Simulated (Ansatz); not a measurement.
Debugging a comparison of norm-conserving and PAW potentials of O, space group P6_3/mmc (Ansatz's Python interface).

Input file `o.extxyz`:
```text
4
Lattice="2.561 0.0 0.0 -1.2805 2.21789106 0.0 0.0 0.0 6.575" Properties=species:S:1:pos:R:3 pbc="T T T"
O    -0.00000000    1.47859404    1.05857500
O     1.28050000    0.73929702    4.34607500
O    -0.00000000    1.47859404    2.22892500
O     1.28050000    0.73929702    5.51642500
```

`o.py`:
```python
"""Norm-conserving against PAW potentials for O."""

import ansatz
import numpy as np

FILLING = "fixed"
XC = "lda"
KGRID = (12, 12, 4)


def count_gap(report):
    # lowest empty less highest filled band, counting bands; zero where they overlap
    return max(report.get("gap_by_band_count_ev") or 0.0, 0.0)

system = ansatz.Crystal.from_extxyz("o.extxyz")

base = (
    system.calculation()
    .occupations(FILLING)
    .functional(XC)
    .kpoints(*KGRID)
    .stress()
    .forces()
    .band_table()
)
variants = {
    "PAW": base.pseudopotentials("paw"),
    "norm-conserving": base.pseudopotentials("nc"),
}
# totals differ by the cores that each treatment holds, so compare what does not depend on them
rows = []
for label, variant in variants.items():
    data = variant.run(threads=1).report
    levels = np.array(data["eigenvalues_ev"][0]) - data["fermi_energy_ev"]
    print(label, "levels at the first k-point near E_F:", np.round(levels[np.abs(levels) < 5], 3))
    rows.append((label, data["n_electrons"], np.trace(data["stress_gpa"]) / 3, float(np.abs(data["forces_ev_ang"]).max()), count_gap(data)))
print("     treatment  electrons in bands           P GPa  max force component eV/A  gap by band count eV")
for row in rows:
    print(f"{str(row[0]):>14s}  {row[1]:18.1f}  {row[2]:14.3f}  {row[3]:24.4f}  {row[4]:20.3f}")
```

```console
$ python o.py
DeckWarning: basis.ecutwfc = 420 eV, auto-derived from the records' recommended cutoffs: set by O (normal level)
RunWarning: iter 1: σ=0 fill of 12 bands saw a band overlap (occupied 6.0248 eV > unoccupied 3.8009 eV) — on an unconverged iterate often a transient of an unconverged empty band; one that stands at the close is told there (band_overlap_at_count); if the run [...]
RunWarning: a fill by count may have filled part of one level: at k-index 2 the highest filled band, 5.768470 eV, and the lowest empty band, 5.768470 eV, stand 8.882e-16 eV apart, within the solve's uncertainty, 3.162e-4 eV. If they are one level, whatever [...]
RunWarning: the bands overlap at the fill by count (12 filled at each k-point of a channel): the highest filled level, 5.768470 eV at k-index 2, stands 2.1806 eV over the lowest empty one, 3.587840 eV at k-index 54, so that a fill of the lowest levels lies [...]
PAW levels at the first k-point near E_F: [-0.137 -0.137  0.142  0.142]
DeckWarning: basis.ecutwfc = 1142.878222 eV, auto-derived from the records' recommended cutoffs: set by O (normal level)
norm-conserving levels at the first k-point near E_F: [-0.142 -0.142  0.141  0.141]
     treatment  electrons in bands           P GPa  max force component eV/A  gap by band count eV
           PAW                24.0           8.013                    1.9307                 0.000
norm-conserving                24.0           8.236                    2.0304                 0.000
```
(Warnings from the package without file and line, shortened, repeats left out.)

No error stopped it. What is wrong with the input all the same?

The fault: fixed occupations, though the bands overlap at this level of theory. Mended:

```diff
--- before
+++ after
@@ -5,3 +5,4 @@
 
-FILLING = "fixed"
+FILLING = "fermi_dirac"
+WIDTH_EV = 0.1
 XC = "lda"
@@ -18,3 +19,3 @@
     system.calculation()
-    .occupations(FILLING)
+    .occupations(FILLING, width=WIDTH_EV)
     .functional(XC)
```

After the fix:

```console
$ python o.py
DeckWarning: basis.ecutwfc = 420 eV, auto-derived from the records' recommended cutoffs: set by O (normal level)
PAW levels at the first k-point near E_F: [1.071 1.071 1.348 1.348]
DeckWarning: basis.ecutwfc = 1142.878222 eV, auto-derived from the records' recommended cutoffs: set by O (normal level)
norm-conserving levels at the first k-point near E_F: [1.065 1.065 1.347 1.347]
     treatment  electrons in bands           P GPa  max force component eV/A  gap by band count eV
           PAW                24.0           3.800                    1.8878                 0.000
norm-conserving                24.0           4.030                    1.9873                 0.000
```
(Warnings from the package without file and line.)

Notes:
- For a metal this k-point mesh is coarse: on a finer one energies can move by several to tens of meV an atom and pressures by half a GPa or more, differences at one mesh by less.
- A gap by band count of zero or less means overlapping bands, a metal.
- No spin polarisation was allowed.
- The cell holds O-O pairs as short as in O2 or superoxides, which carry a moment that a run without spin can't show.
- This isn't the structure that O takes at ambient conditions.
- Gaps and levels are Kohn-Sham values on a finite set of k-points.
- Stress is positive in compression.
- Run time: 7.2 s on 1 thread of Arm Neoverse V2, on a shared host, peak memory 0.45 GiB.
